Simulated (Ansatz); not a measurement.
Runs of Ansatz 0.2.0 on Hf. The cell holds a sheet with vacuum, 1 atom: a = 2.779 Å, b = 2.779 Å, c = 23.800 Å, α = 90.00°, β = 90.00°, γ = 90.00°. The cell was built by a generator and needn't be a form met in nature.

```csv
task,level,cell,cutoff (eV),basis error allowed,gap on the mesh (eV),work function (eV)
work function,PBEsol,as given,268,0.002 eV/atom,none,(a)
relaxation of the atoms,PBE,atoms relaxed,-,0.002 eV/atom,-,4.28
projected density of states,PBE,as given,268,0.002 eV/atom,-,4.28
single point,PBE,as given,290,0.001 eV/atom,none,-
work function,LDA,as given,268,0.002 eV/atom,none,4.49
```

Alike in all rows: potentials or basis all-electron LAPW, scalar-relativistic; no spin polarisation; k mesh 10 × 10 × 1; smearing fermi-dirac 0.05 eV.

Question: Estimate the missing entries.

Answer: (a) 4.36.

A k mesh can miss the band edges, and the runs leave out spin-orbit coupling on Hf.

A gap of «none» marks a metal or a gap under the smearing width.

Not every run made on this cell is shown here.
